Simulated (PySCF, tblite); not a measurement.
**C₂H₅BrGeNO radical: geometry, infrared bands and EPR parameters**

Wanted: the infrared bands and EPR parameters of C₂H₅BrGeNO radical (`CC(=O)[N][GeH2][Br]`), by calculation.

Programs: tblite 0.8.0 and PySCF 2.14.0, with density-fitted response routines of our own. Each step states its level of theory. These are calculated values for one molecule in the gas phase, unless marked as measured. Atoms count from 0, in the outputs and in this text.

**1. The molecule as given**

11 atoms, charge 0, multiplicity 2; geometry from: force field or distance geometry start.

Bonds of the start (Å): C0–C1 1.48, C1–O2 1.25, C1–N3 1.43, N3–Ge4 1.87, Ge4–Br5 2.33, C0–H6 1.11, C0–H7 1.10, C0–H8 1.11, Ge4–H9 1.55, Ge4–H10 1.56.

**2. Geometry optimisation with GFN2-xTB**

What the job is given:

```
{"job": {"kind": "relax", "xc": "GFN2-xTB", "basis": "xTB"}, "charge": 0, "multiplicity": 2}
C     -2.096600     0.233900    -0.068000
C     -0.629700     0.246700    -0.258500
O     -0.107000     0.852500    -1.221600
N      0.200600    -0.485300     0.646800
Ge     2.060400    -0.555200     0.499600
Br     2.927400     1.594300     0.703700
H     -2.355300     0.138800     1.006000
H     -2.536400    -0.612200    -0.621000
H     -2.536500     1.181400    -0.446400
H      2.642900    -1.460500     1.609600
H      2.435800    -1.131600    -0.898100
```

The run is started by

```console
OMP_NUM_THREADS=1 python probes_run.py task.json out
```

One launch serves the whole session: the jobs run in the order shown.

What it wrote:

```text
step      E/eV     max force
  0    -539.05920    3.292
  1    -539.29125    1.968
  2    -539.36913    2.446
  3    -539.43923    0.625
  4    -539.47757    0.602
  5    -539.49534    0.609
  6    -539.52350    0.393
  7    -539.53346    0.296
  8    -539.54636    0.273
  9    -539.55713    0.339
 10    -539.56594    0.245
 11    -539.56956    0.113
 12    -539.57141    0.133
 13    -539.57287    0.120
 14    -539.57390    0.093
 15    -539.57454    0.065
 16    -539.57512    0.058
 17    -539.57578    0.073
 18    -539.57638    0.071
 19    -539.57675    0.043
 20    -539.57697    0.049
 21    -539.57722    0.063
 22    -539.57752    0.059
 23    -539.57780    0.043
 24    -539.57799    0.034
 25    -539.57815    0.037
 26    -539.57837    0.051
 27    -539.57869    0.071
 28    -539.57904    0.063
 29    -539.57932    0.047
 30    -539.57949    0.045
 31    -539.57964    0.039
 32    -539.57977    0.042
 33    -539.57988    0.027
 34    -539.57994    0.022
 35    -539.58000    0.022
 36    -539.58004    0.021
 37    -539.58007    0.014
 38    -539.58008    0.011
 39    -539.58010    0.009
```

Run time: 0.2 s. Hardware: 1 thread of Intel Xeon 6975P-C, shared host.

Step by step: (not every step is listed)

| step | energy from step 0 (eV) | largest force (eV/Å) |
| --- | --- | --- |
| 0 | 0.0000 | 3.2919 |
| 1 | -0.2320 | 1.9678 |
| 2 | -0.3099 | 2.4458 |
| 3 | -0.3800 | 0.6253 |
| 4 | -0.4184 | 0.6023 |
| 5 | -0.4361 | 0.6088 |
| 6 | -0.4643 | 0.3931 |
| 7 | -0.4743 | 0.2963 |
| 8 | -0.4872 | 0.2728 |
| 10 | -0.5067 | 0.2446 |
| 12 | -0.5122 | 0.1329 |
| 14 | -0.5147 | 0.0934 |
| 16 | -0.5159 | 0.0585 |
| 18 | -0.5172 | 0.0707 |
| 20 | -0.5178 | 0.0488 |
| 22 | -0.5183 | 0.0592 |
| 24 | -0.5188 | 0.0340 |
| 26 | -0.5192 | 0.0508 |
| 28 | -0.5198 | 0.0630 |
| 30 | -0.5203 | 0.0448 |
| 32 | -0.5206 | 0.0420 |
| 34 | -0.5207 | 0.0220 |
| 35 | -0.5208 | 0.0224 |
| 36 | -0.5208 | 0.0206 |
| 37 | -0.5209 | 0.0144 |
| 38 | -0.5209 | 0.0106 |
| 39 | -0.5209 | 0.0095 |

Distances of close pairs at the start and the end, largest changes first:

| bond | before (Å) | after (Å) | change (Å) |
| --- | --- | --- | --- |
| C1–N3 | 1.430 | 1.304 | -0.126 |
| Ge4–H10 | 1.558 | 1.503 | -0.054 |
| N3–Ge4 | 1.867 | 1.817 | -0.050 |
| Ge4–Br5 | 2.327 | 2.277 | -0.050 |
| Ge4–H9 | 1.546 | 1.503 | -0.044 |
| C0–H8 | 1.111 | 1.087 | -0.024 |
| C0–H6 | 1.109 | 1.086 | -0.023 |
| C0–H7 | 1.102 | 1.090 | -0.013 |

The next job starts from the end point, and lists it.

**3. Harmonic vibrations with GFN2-xTB**

What the job is given:

```
{"job": {"kind": "ir", "xc": "GFN2-xTB", "basis": "xTB"}, "charge": 0, "multiplicity": 2}
C     -2.073098     0.226350    -0.037144
C     -0.596986     0.179299    -0.220481
O      0.024495     0.650689    -1.191847
N      0.193742    -0.384212     0.650137
Ge     1.990158    -0.506462     0.409597
Br     2.941449     1.535924     0.740280
H     -2.325218     0.106306     1.012243
H     -2.520402    -0.588647    -0.605270
H     -2.462565     1.165557    -0.422474
H      2.425187    -1.369990     1.559913
H      2.408662    -1.012144    -0.942863
```

What it wrote:

```text
mode    cm-1     km/mol
  1      13.1      0.67
  2      55.6      0.92
  3      70.8      1.28
  4     122.6     19.23
  5     176.5     21.09
  6     278.8      8.52
  7     302.7      5.39
  8     455.3     68.60
  9     498.3     12.86
 10     510.0     17.35
 11     570.1     45.07
 12     631.7     18.92
 13     698.8    244.51
 14     766.3    171.53
 15     953.6    114.40
 16     998.9     13.85
 17    1010.0      0.94
 18    1368.9     26.30
 19    1430.6    108.98
 20    1436.0     19.49
 21    1472.2    111.06
 22    1529.1    237.68
 23    1921.1     98.66
 24    1984.1    293.65
 25    3014.1      1.20
 26    3043.3      1.37
 27    3060.7      4.20
```

It took 0.28 s on 1 thread of Intel Xeon 6975P-C, shared host.

The strongest bands and the atoms that carry them (share of the mass-weighted mode):

| cm⁻¹ | km/mol | atoms |
| --- | --- | --- |
| 699 | 244.5 | H9 40 %, N3 35 % |
| 766 | 171.5 | H9 50 %, H10 48 % |
| 954 | 114.4 | C0 31 %, N3 25 %, O2 16 %, C1 13 % |
| 1431 | 109.0 | H8 32 %, H7 31 %, C1 15 % |
| 1472 | 111.1 | C1 50 %, N3 17 % |
| 1529 | 237.7 | C1 58 %, O2 27 % |
| 1921 | 98.7 | H10 82 %, H9 18 % |
| 1984 | 293.6 | H9 81 %, H10 17 % |

**4. g tensor and hyperfine couplings: B3LYP/def2-TZVP-core+pcH-1**

Same as in step 3 but for these lines:

```diff
@@ -1,2 +1,2 @@
-{"job": {"kind": "ir", "xc": "GFN2-xTB", "basis": "xTB"}, "charge": 0, "multiplicity": 2}
+{"job": {"kind": "epr", "basis": "pcH-1"}, "charge": 0, "multiplicity": 2}
 C     -2.073098     0.226350    -0.037144
```

Method: UKS B3LYP, def2-TZVP-core on Br Ge, pcH-1 on C H N O, non-relativistic, mean-field spin-orbit, GIAO.

What it wrote:

```text
UKS, coarse grid
  cycle   1  E = -4860.21514673  |g| = 2.13e+00
  cycle   2  E = -4859.03896285  |g| = 1.96e+00
  cycle   3  E = -4859.48021150  |g| = 1.59e+00
  cycle   4  E = -4860.41948214  |g| = 3.96e-01
  cycle   5  E = -4860.42638279  |g| = 3.20e-01
  cycle   6  E = -4860.47233511  |g| = 3.82e-02
  cycle   7  E = -4860.47278706  |g| = 2.37e-02
  cycle   8  E = -4860.47299319  |g| = 7.56e-03
  cycle   9  E = -4860.47301717  |g| = 5.97e-03
  cycle  10  E = -4860.47302870  |g| = 3.42e-03
  cycle  11  E = -4860.47303661  |g| = 1.30e-03
  cycle  12  E = -4860.47303433  |g| = 4.87e-04
UKS, final grid
  cycle   1  E = -4860.47301938  |g| = 9.59e-04
  cycle   2  E = -4860.47301511  |g| = 3.39e-03
  cycle   3  E = -4860.47301978  |g| = 1.50e-04
  cycle   4  E = -4860.47301979  |g| = 8.77e-05
  cycle   5  E = -4860.47301979  |g| = 4.73e-05
  cycle   6  E = -4860.47301979  |g| = 2.86e-05
E = -4860.47301979 Eh   <S^2> = 0.7569 (exact 0.7500)
g shifts (ppm)      1          2          3
  rmc          -283       -283       -283
  gc             57         48          3
  oz_so        -346       7480      12252
  total        -571       7245      11974
hyperfine (MHz)  atom isotope    a_iso     a_fc   dipolar eigenvalues
    0   13C      -8.27      -8.26     -1.97      0.29      1.68
    1   13C     -28.14     -28.14    -12.60      0.69     11.92
    2   17O     -26.88     -26.04   -139.86     69.02     70.84
    3   14N      25.61      25.48    -30.56    -28.89     59.45
    4  73Ge      -9.72      -9.69     -2.56      1.08      1.49
    5  79Br      -7.21     -10.11     -9.08     -6.48     15.56
    6    1H      10.94      10.94     -3.92     -1.52      5.44
    7    1H      -3.57      -3.56     -2.65     -1.19      3.84
    8    1H       4.52       4.52     -2.92     -1.48      4.39
    9    1H      -2.99      -2.99     -3.17     -2.64      5.81
   10    1H      14.39      14.39     -3.03     -1.96      4.99
```

Wall time 3.1 min (1 thread of Intel Xeon 6975P-C, shared host); peak memory 1.2 GiB.

Principal g values 2.00175, 2.00956, 2.01429; g(iso) = 2.00854, against 2.00232 for a free electron.

Hyperfine couplings; where a row names several nuclei, a(iso) is their mean (it holds for fast rotation or exchange) and the dipolar term the largest among them:

| nuclei | isotope | a(iso) (MHz) | a(iso) (G, at g = 2.0023) | largest dipolar term (MHz) |
| --- | --- | --- | --- | --- |
| C1 | 13C | -28.1 | -10.0 | -12.6 |
| O2 | 17O | -26.9 | -9.6 | -139.9 |
| N3 | 14N | 25.6 | 9.1 | 59.5 |
| Ge4 | 73Ge | -9.7 | -3.5 | -2.6 |
| C0 | 13C | -8.3 | -3.0 | -2.0 |
| Br5 | 79Br | -7.2 | -2.6 | 15.6 |
| H9, H10 | 1H | 5.7 | 2.0 | 5.8 |
| H6, H7, H8 | 1H | 4.0 | 1.4 | 5.4 |

Mulliken spin populations:

| atom | value (e) |
| --- | --- |
| C0 | 0.00 |
| C1 | -0.05 |
| O2 | 0.42 |
| N3 | 0.63 |
| Ge4 | -0.02 |
| Br5 | 0.01 |
| H6 | 0.00 |
| H7 | 0.00 |
| H8 | 0.00 |
| H9 | 0.00 |
| H10 | 0.01 |

In first order the couplings over 0.8 MHz of 14N, 79Br, 1H give 126 distinct lines over 34.3 G, if the averaged nuclei exchange fast.

Orbitals, density, ELF and potential are computed afterwards from the orbital file.

ELF in a plane through or near 6 of the atoms.

Ten even steps from ' ' (0.00) to '@' (1.00):
```
                                                        
                                                        
        ..::::::::..                                    
      ..--++++++++::          ..                        
    ..--**######**==..    --==--..      ....            
    ::++####%%####==..  ::****++::    --%%%%++          
    ::++########**--..  --****++::    %%@@@@@@==        
    ::==++********--..  ..--++**--..--@@@@@@@@**        
      ::--==++==::..::::..--==::++##**%%@@@@%%--        
        ..::::..++--..++++####::++@@::::****--          
          ..::::****::##**++%%++##%%::++----::          
        ..==++..++--..%%::**++++::==++****--..          
      ..**@@@@%%==::::**%%%%%%==  ::++##++::            
      ==@@@@@@@@@@==..--##%%##--    --==--..            
      ==@@@@@@@@@@++    --++++..      ..                
      ..%%@@@@@@@@--      ....                          
        ::##@@@@##::                                    
            ......                                      
                                                        
                                                        
```
The map spans 10.8 Å across and 8.3 Å up, centred on the molecule. Atoms in the plane (x, y in Å): C0 (2.1, -0.1), C1 (0.6, 0.2), N3 (-0.3, -0.6), Ge4 (-2.1, -0.3), H8 (2.6, 0.8), H9 (-2.7, -1.5).

On the surface of density 0.002 e/bohr³ the electrostatic potential runs, from the 1st to the 99th percentile, from -1.20 V near O2 to 1.30 V near H10.

The spin density lies nearest to N3 53 %; O2 38 %.

**5. Outcome**

| quantity | value |
| --- | --- |
| strongest single infrared mode (GFN2-xTB) | 1984 cm⁻¹, 294 km/mol |
| zero-point energy (GFN2-xTB) | 40.6 kcal/mol |
| g(iso) (B3LYP) | 2.00854 |
| ⟨S²⟩ | 0.757 (exact 0.75) |
| largest a(iso) (averaged by class) | 13C on C1, -28.1 MHz |
| surface potential, 1st and 99th percentile | -1.20 V and 1.30 V |

In words: Over 39 steps the energy fell by 0.521 eV; of the close pairs, C1–N3 changed most, 1.430 to 1.304 Å. All 27 modes are real, so the xTB geometry is a minimum. The strongest single mode, at 1984 cm⁻¹, moves mainly H9. GFN2-xTB is a fitted tight-binding method: band positions and strengths are rough. Its intensities can rank the bands wrongly. N3 carries the largest spin population, 0.63 e. The isotropic g lies 6.2 ppt above the free-electron value. The hyperfine terms hold no scalar relativity, which the heavier nuclei need.
